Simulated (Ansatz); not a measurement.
# GaPNH (singlet): the correlation ladder at a displaced geometry (v2), cc-pVDZ

One table from this session's results is given with a row withheld; the runs are named, their logs left out.

Computed with Ansatz 0.2.0, Gaussian basis. Level: cc-pVDZ, core rule «outside noble gas», up to 20 orbitals frozen.

To be run: UHF; CCSD(T) on RHF; CCSD(T) on UHF; BCCD(T) on RHF; CISD; CCSDT(Q) on RHF; CCSDT(Q) on UHF.

27 further runs of the same task are left out: 1 for a mislabelled method, 18 that didn't finish, 8 set aside as unsound or not needed.

## The system

The geometry is a PBE0/def2-TZVP stationary point (not a proven minimum) with its atoms shifted at random (size 0.100 Å). No spin-orbit coupling is included. The filled d shell of Ga may be among the frozen orbitals whatever the setting's name suggests; the logs give the count.

4 atoms, charge 0, spin multiplicity 1.

Atoms are counted from 1 here; the program's logs count them from 0.

Bond lengths: Ga1–H4 1.636 Å, P2–N3 1.486 Å.

Set-up of the first run:

The input, in.yaml:

```yaml
crystal:
  periodic: [false, false, false]
  atoms:
    - {symbol: Ga, position_ang: [0.064581, -0.329684, 2.037625]}
    - {symbol: P, position_ang: [-0.100311, -0.482587, -0.814927]}
    - {symbol: N, position_ang: [-0.023654, -0.154191, -2.262431]}
    - {symbol: H, position_ang: [0.059384, 0.966462, 1.039733]}
basis:
  gaussian: {orbitals: cc-pVDZ}
magnetization: {spin_polarized: true, initial_magnetization: 0}
hamiltonian: {xc: hf}
output: {orbitals: {seedname: orbitals}}
```

Launch:

```sh
> ansatz run in.yaml --threads 1 --pin off --events-out ev --progress --plain --max-ram 2393MiB
```

Steps of the session up to this table: UHF; CCSD(T) on RHF; CCSD(T) on UHF; BCCD(T) on RHF; CISD; CCSDT(Q) on RHF; CCSDT(Q) on UHF.

One of the session's tables, all rows but one given; the rest of the session is left out.

| method | from RCCSDT(Q) (meV) |
| --- | --- |
| RHF | +10609.4 |
| UHF | +10344.5 |
| RMP2 | +1131.1 |
| UMP2 | +2446.6 |
| RCCSD | ? |
| UCCSD | +613.9 |
| RCCSD(T) | +85.9 |
| UCCSD(T) | +153.9 |
| BCCD(T) | +83.0 |
| RCCSDT | +76.6 |
| UCCSDT | +80.6 |
| RCCSDT(Q) | 0 |
| UCCSDT(Q) | +2.3 |

Estimate the missing values for RCCSD.

**Answer.** from RCCSDT(Q) (meV): +587.9. In the column «from RCCSDT(Q) (meV)» it lies between UCCSD(T) (+153.9) and UCCSD (+613.9).

Not comparable, so not listed: CISD (they don't share determinant, frozen orbitals or solution with the rows shown, or repeat one).

Caveats from the session: The determinant is far from a pure spin state, so its energy mixes those of several spin states (harmless only where they are near-degenerate, as at dissociation). Warnings: restricted reference is unstable; spin contamination; large T1 diagnostic. Restricted and unrestricted rows rest on different reference determinants; where their highest levels disagree by more than a few hundredths of an eV, they describe different states and don't form one ladder.
